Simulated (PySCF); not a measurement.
# ClGe₂H₆N: core binding energies at several levels of theory, part 2 of 2

PySCF 2.14.0. Atoms count from 0. Earlier steps stand in the parts before.

## (7) Core holes by ΔSCF: SCAN, X2C

What the job is given:

```
{"job": {"kind": "xps", "basis": "pcX-1"}, "charge": 0, "multiplicity": 1}
Cl     2.632446    -0.479977     1.630005
Ge     1.904909     0.222225    -0.302095
N      0.296667     1.041791    -0.126967
Ge    -1.271974     0.166090     0.299408
H      2.939271     1.230404    -0.816965
H      1.729278    -1.029046    -1.168177
H      0.352528     2.002854     0.201198
H     -1.149405    -1.231952    -0.327574
H     -1.481891     0.048244     1.822825
H     -2.443681     0.948979    -0.320212
```

Level: delta-SCF UKS SCAN, pcX-1 on the ionised atom, pcseg-1 elsewhere, spin-free X2C.

The program printed:

```text
ground state, core basis on atom 0 (Cl), 138 functions
  cycle   1  E = -4707.91938843  |g| = 5.15e-01
  cycle   2  E = -4707.78737065  |g| = 8.98e-01
  cycle   3  E = -4707.97424737  |g| = 1.38e-01
  cycle   4  E = -4707.97906188  |g| = 5.42e-02
  cycle   5  E = -4707.97966180  |g| = 8.66e-03
  cycle   6  E = -4707.97968073  |g| = 2.87e-03
  cycle   7  E = -4707.97968504  |g| = 7.24e-04
  cycle   8  E = -4707.97968141  |g| = 1.86e-04
  E(ground) = -4708.23365720 Eh
hole in Cl 1s of atom 0
  cycle   1  E = -4602.79968944  |g| = 5.47e+00
  cycle   2  E = -4603.24127393  |g| = 2.15e+00
  cycle   3  E = -4603.54660888  |g| = 1.02e+00
  cycle   4  E = -4603.84478670  |g| = 6.34e-01
  cycle   5  E = -4604.03692262  |g| = 1.79e-01
  cycle   6  E = -4604.05263903  |g| = 3.13e-02
  cycle   7  E = -4604.05316408  |g| = 9.41e-03
  cycle   8  E = -4604.05321826  |g| = 3.15e-03
  cycle   9  E = -4604.05322635  |g| = 5.52e-04
  cycle  10  E = -4604.05322977  |g| = 1.41e-04
  E(ion) = -4604.31656728 Eh   <S^2> = 0.7523   hole on atom = 1.000   binding energy = 2827.728 eV
hole in Cl 2p of atom 0
  cycle   1  E = -4699.93443667  |g| = 1.70e+00
  cycle   2  E = -4699.89008005  |g| = 1.26e+00
  cycle   3  E = -4700.23044465  |g| = 5.77e-01
  cycle   4  E = -4700.38796329  |g| = 1.89e-01
  cycle   5  E = -4700.40371157  |g| = 4.75e-02
  cycle   6  E = -4700.40505245  |g| = 1.28e-02
  cycle   7  E = -4700.40512927  |g| = 2.57e-03
  cycle   8  E = -4700.40513116  |g| = 5.26e-04
  cycle   9  E = -4700.40512945  |g| = 1.16e-04
  E(ion) = -4700.67004068 Eh   <S^2> = 0.7520   hole on atom = 1.001   binding energy = 205.816 eV
  2p3/2 = 205.222 eV   2p1/2 = 206.864 eV
ground state, core basis on atom 2 (N), 126 functions
  cycle   1  E = -4707.80158051  |g| = 3.84e-02
  cycle   2  E = -4707.80074716  |g| = 7.11e-02
  cycle   3  E = -4707.80181774  |g| = 6.94e-03
  cycle   4  E = -4707.80182856  |g| = 3.82e-03
  cycle   5  E = -4707.80182946  |g| = 4.96e-04
  E(ground) = -4708.06958232 Eh
hole in N 1s of atom 2
  cycle   1  E = -4692.21459681  |g| = 1.87e+00
  cycle   2  E = -4691.18897865  |g| = 2.24e+00
  cycle   3  E = -4692.83236510  |g| = 4.89e-01
  cycle   4  E = -4692.89658102  |g| = 2.62e-01
  cycle   5  E = -4692.93952256  |g| = 7.73e-02
  cycle   6  E = -4692.94315875  |g| = 1.01e-02
  cycle   7  E = -4692.94321827  |g| = 2.73e-03
  cycle   8  E = -4692.94322033  |g| = 9.59e-04
  cycle   9  E = -4692.94322109  |g| = 2.78e-04
  E(ion) = -4693.20958584 Eh   <S^2> = 0.7670   hole on atom = 1.000   binding energy = 404.361 eV
```

Wall time 14 s (1 thread of Arm Neoverse V1, shared host); peak memory 0.38 GiB.

Binding energies by hole, beside the orbital energy of the ground state; the difference holds orbital relaxation and, for a density functional, its self-interaction error:

```
       hole  stands for                 environment  ΔSCF (eV; 2p as the shell's mean)  −ε (eV)   ⟨S²⟩
Cl1s on Cl0         Cl0       chlorine bonded to Ge                            2827.73   2763.1  0.752
Cl2p on Cl0         Cl0       chlorine bonded to Ge                             205.77    192.9  0.752
  N1s on N2          N2  nitrogen bonded to 2 Ge, H                             404.36    386.0  0.767
```

With the spin-orbit splitting: Cl0 2p3/2 205.22, 2p1/2 206.86 eV. The table gives each 2p level as the mean over the whole 2p shell (two parts 2p3/2, one part 2p1/2), which differs a little from the single hole in the log.

## (8) Core holes by ΔSCF: SCAN, X2C

The job, as its differences from that of step 7:

```diff
@@ -1,2 +1,2 @@
-{"job": {"kind": "xps", "basis": "pcX-1"}, "charge": 0, "multiplicity": 1}
+{"job": {"kind": "xps", "basis": "def2-TZVP"}, "charge": 0, "multiplicity": 1}
 Cl     2.632446    -0.479977     1.630005
```

Method: delta-SCF UKS SCAN, def2-TZVP on the ionised atom, pcseg-1 elsewhere, spin-free X2C.

The program printed:

```text
ground state, core basis on atom 0 (Cl), 135 functions
  cycle   1  E = -4707.76640130  |g| = 5.15e-01
  cycle   2  E = -4707.63535762  |g| = 8.99e-01
  cycle   3  E = -4707.82257599  |g| = 1.35e-01
  cycle   4  E = -4707.82724253  |g| = 5.10e-02
  cycle   5  E = -4707.82776244  |g| = 9.88e-03
  cycle   6  E = -4707.82778737  |g| = 3.31e-03
  cycle   7  E = -4707.82779413  |g| = 9.85e-04
  cycle   8  E = -4707.82779347  |g| = 2.35e-04
  E(ground) = -4708.08106146 Eh
hole in Cl 1s of atom 0
  cycle   1  E = -4602.63763827  |g| = 3.72e+00
  cycle   2  E = -4602.79077002  |g| = 1.80e+00
  cycle   3  E = -4603.20033301  |g| = 1.01e+00
  cycle   4  E = -4603.68303775  |g| = 3.60e-01
  cycle   5  E = -4603.73501140  |g| = 1.41e-01
  cycle   6  E = -4603.74532883  |g| = 1.34e-02
  cycle   7  E = -4603.74543632  |g| = 3.86e-03
  cycle   8  E = -4603.74544535  |g| = 1.31e-03
  cycle   9  E = -4603.74544402  |g| = 3.62e-04
  E(ion) = -4604.01114624 Eh   <S^2> = 0.7520   hole on atom = 1.000   binding energy = 2831.887 eV
hole in Cl 2p of atom 0
  cycle   1  E = -4699.77264124  |g| = 1.62e+00
  cycle   2  E = -4699.54046122  |g| = 1.28e+00
  cycle   3  E = -4699.99015346  |g| = 6.78e-01
  cycle   4  E = -4700.21796561  |g| = 1.86e-01
  cycle   5  E = -4700.23316787  |g| = 5.78e-02
  cycle   6  E = -4700.23520285  |g| = 1.65e-02
  cycle   7  E = -4700.23533115  |g| = 3.66e-03
  cycle   8  E = -4700.23534003  |g| = 1.12e-03
  cycle   9  E = -4700.23534098  |g| = 2.29e-04
  E(ion) = -4700.49994849 Eh   <S^2> = 0.7519   hole on atom = 1.001   binding energy = 206.293 eV
  2p3/2 = 205.714 eV   2p1/2 = 207.335 eV
ground state, core basis on atom 2 (N), 133 functions
  cycle   1  E = -4707.83338005  |g| = 3.21e-02
  cycle   2  E = -4707.83335933  |g| = 3.19e-02
  cycle   3  E = -4707.83363628  |g| = 1.21e-02
  cycle   4  E = -4707.83367778  |g| = 2.75e-03
  cycle   5  E = -4707.83368049  |g| = 9.90e-04
  cycle   6  E = -4707.83367828  |g| = 1.83e-04
  E(ground) = -4708.10199651 Eh
hole in N 1s of atom 2
  cycle   1  E = -4692.24276294  |g| = 1.81e+00
  cycle   2  E = -4691.27806906  |g| = 2.04e+00
  cycle   3  E = -4692.80342248  |g| = 5.62e-01
  cycle   4  E = -4692.91445344  |g| = 2.43e-01
  cycle   5  E = -4692.94944158  |g| = 9.05e-02
  cycle   6  E = -4692.95440543  |g| = 7.49e-03
  cycle   7  E = -4692.95443849  |g| = 3.11e-03
  cycle   8  E = -4692.95444443  |g| = 8.49e-04
  cycle   9  E = -4692.95444066  |g| = 3.34e-04
  E(ion) = -4693.22092243 Eh   <S^2> = 0.7660   hole on atom = 1.000   binding energy = 404.935 eV
```

Run time: 15 s. Hardware: 1 thread of Arm Neoverse V1, shared host; peak memory 0.39 GiB.

The holes in one table. −ε is the ground-state orbital energy:

```
       hole  stands for                 environment  ΔSCF (eV; 2p as the shell's mean)  −ε (eV)   ⟨S²⟩
Cl1s on Cl0         Cl0       chlorine bonded to Ge                            2831.89   2763.8  0.752
Cl2p on Cl0         Cl0       chlorine bonded to Ge                             206.25    193.1  0.752
  N1s on N2          N2  nitrogen bonded to 2 Ge, H                             404.93    386.1  0.766
```

With the spin-orbit splitting: Cl0 2p3/2 205.71, 2p1/2 207.33 eV. The table gives each 2p level as the mean over the whole 2p shell (two parts 2p3/2, one part 2p1/2), which differs a little from the single hole in the log.

## (9) Core holes by ΔSCF: SCAN, non-relativistic

The job, as its differences from that of step 8:

```diff
@@ -1,2 +1,2 @@
-{"job": {"kind": "xps", "basis": "def2-TZVP"}, "charge": 0, "multiplicity": 1}
+{"job": {"kind": "xps", "x2c": false}, "charge": 0, "multiplicity": 1}
 Cl     2.632446    -0.479977     1.630005
```

With the program's defaults for keys left out, this is: delta-SCF UKS SCAN, pcX-2 on the ionised atom, pcseg-1 elsewhere, non-relativistic.

The program printed:

```text
ground state, core basis on atom 0 (Cl), 158 functions
  cycle   1  E = -4672.03573539  |g| = 7.11e-01
  cycle   2  E = -4671.89988431  |g| = 9.25e-01
  cycle   3  E = -4672.08611120  |g| = 2.72e-01
  cycle   4  E = -4672.10067623  |g| = 1.33e-01
  cycle   5  E = -4672.10477495  |g| = 1.94e-02
  cycle   6  E = -4672.10484924  |g| = 5.17e-03
  cycle   7  E = -4672.10485626  |g| = 1.42e-03
  cycle   8  E = -4672.10485322  |g| = 4.24e-04
  E(ground) = -4672.35364572 Eh
hole in Cl 1s of atom 0
  cycle   1  E = -4567.30512187  |g| = 5.42e+00
  cycle   2  E = -4567.58732475  |g| = 2.21e+00
  cycle   3  E = -4567.92417235  |g| = 1.11e+00
  cycle   4  E = -4568.35475810  |g| = 6.10e-01
  cycle   5  E = -4568.52143600  |g| = 2.18e-01
  cycle   6  E = -4568.54427864  |g| = 3.04e-02
  cycle   7  E = -4568.54473338  |g| = 1.23e-02
  cycle   8  E = -4568.54481436  |g| = 3.78e-03
  cycle   9  E = -4568.54482498  |g| = 6.77e-04
  cycle  10  E = -4568.54482531  |g| = 1.76e-04
  E(ion) = -4568.80441218 Eh   <S^2> = 0.7523   hole on atom = 1.000   binding energy = 2817.718 eV
hole in Cl 2p of atom 0
  cycle   1  E = -4664.06150853  |g| = 1.70e+00
  cycle   2  E = -4663.89566850  |g| = 1.35e+00
  cycle   3  E = -4664.32781778  |g| = 6.23e-01
  cycle   4  E = -4664.51001222  |g| = 2.13e-01
  cycle   5  E = -4664.52955615  |g| = 5.55e-02
  cycle   6  E = -4664.53127965  |g| = 1.68e-02
  cycle   7  E = -4664.53140894  |g| = 4.95e-03
  cycle   8  E = -4664.53141941  |g| = 9.44e-04
  cycle   9  E = -4664.53141903  |g| = 1.87e-04
  E(ion) = -4664.79202720 Eh   <S^2> = 0.7521   hole on atom = 1.001   binding energy = 205.762 eV
  2p3/2 = 205.178 eV   2p1/2 = 206.804 eV
ground state, core basis on atom 2 (N), 147 functions
  cycle   1  E = -4672.09792592  |g| = 5.07e-02
  cycle   2  E = -4672.09785562  |g| = 2.99e-02
  cycle   3  E = -4672.09797316  |g| = 2.45e-02
  cycle   4  E = -4672.09812159  |g| = 8.70e-03
  cycle   5  E = -4672.09814057  |g| = 1.49e-03
  cycle   6  E = -4672.09814402  |g| = 1.78e-04
  E(ground) = -4672.36268502 Eh
hole in N 1s of atom 2
  cycle   1  E = -4656.51679334  |g| = 1.87e+00
  cycle   2  E = -4655.52145676  |g| = 2.25e+00
  cycle   3  E = -4657.15081418  |g| = 4.64e-01
  cycle   4  E = -4657.20466317  |g| = 2.61e-01
  cycle   5  E = -4657.24690383  |g| = 7.29e-02
  cycle   6  E = -4657.25002608  |g| = 1.02e-02
  cycle   7  E = -4657.25008569  |g| = 3.04e-03
  cycle   8  E = -4657.25009087  |g| = 1.06e-03
  cycle   9  E = -4657.25009022  |g| = 3.24e-04
  E(ion) = -4657.51286642 Eh   <S^2> = 0.7675   hole on atom = 1.000   binding energy = 404.084 eV
```

Run time: 16 s. Hardware: 1 thread of Arm Neoverse V1, shared host; peak memory 0.44 GiB.

Binding energies by hole, beside the orbital energy of the ground state; the difference holds orbital relaxation and, for a density functional, its self-interaction error:

```
       hole  stands for                 environment  ΔSCF (eV; 2p as the shell's mean)  −ε (eV)   ⟨S²⟩
Cl1s on Cl0         Cl0       chlorine bonded to Ge                            2817.72   2753.1  0.752
Cl2p on Cl0         Cl0       chlorine bonded to Ge                             205.72    192.8  0.752
  N1s on N2          N2  nitrogen bonded to 2 Ge, H                             404.08    385.9  0.767
```

With the spin-orbit splitting: Cl0 2p3/2 205.18, 2p1/2 206.80 eV. The table gives each 2p level as the mean over the whole 2p shell (two parts 2p3/2, one part 2p1/2), which differs a little from the single hole in the log.

## (10) Outcome

What follows sums up all 2 parts.

```
                                           quantity           value
                  Cl1s binding energies, SCAN/pcX-2  Cl0 2827.73 eV
                  Cl2p binding energies, SCAN/pcX-2   Cl0 205.69 eV
                   N1s binding energies, SCAN/pcX-2    N2 404.29 eV
                 Cl1s binding energies, B3LYP/pcX-2  Cl0 2825.31 eV
                 Cl2p binding energies, B3LYP/pcX-2   Cl0 205.29 eV
                  N1s binding energies, B3LYP/pcX-2    N2 404.13 eV
                  Cl1s binding energies, PBE0/pcX-2  Cl0 2824.70 eV
                  Cl2p binding energies, PBE0/pcX-2   Cl0 205.11 eV
                   N1s binding energies, PBE0/pcX-2    N2 403.72 eV
                   Cl1s binding energies, PBE/pcX-2  Cl0 2823.19 eV
                   Cl2p binding energies, PBE/pcX-2   Cl0 204.62 eV
                    N1s binding energies, PBE/pcX-2    N2 403.39 eV
                    Cl1s binding energies, HF/pcX-2  Cl0 2828.83 eV
                    Cl2p binding energies, HF/pcX-2   Cl0 205.28 eV
                     N1s binding energies, HF/pcX-2    N2 403.77 eV
                  Cl1s binding energies, SCAN/pcX-1  Cl0 2827.73 eV
                  Cl2p binding energies, SCAN/pcX-1   Cl0 205.77 eV
                   N1s binding energies, SCAN/pcX-1    N2 404.36 eV
              Cl1s binding energies, SCAN/def2-TZVP  Cl0 2831.89 eV
              Cl2p binding energies, SCAN/def2-TZVP   Cl0 206.25 eV
               N1s binding energies, SCAN/def2-TZVP    N2 404.93 eV
Cl1s binding energies, SCAN/pcX-2, non-relativistic  Cl0 2817.72 eV
Cl2p binding energies, SCAN/pcX-2, non-relativistic   Cl0 205.72 eV
 N1s binding energies, SCAN/pcX-2, non-relativistic    N2 404.08 eV
```

**Reading.** Single values in the summary come from the first run of each kind that ended normally (SCAN/pcX-2), which need not be the best level.
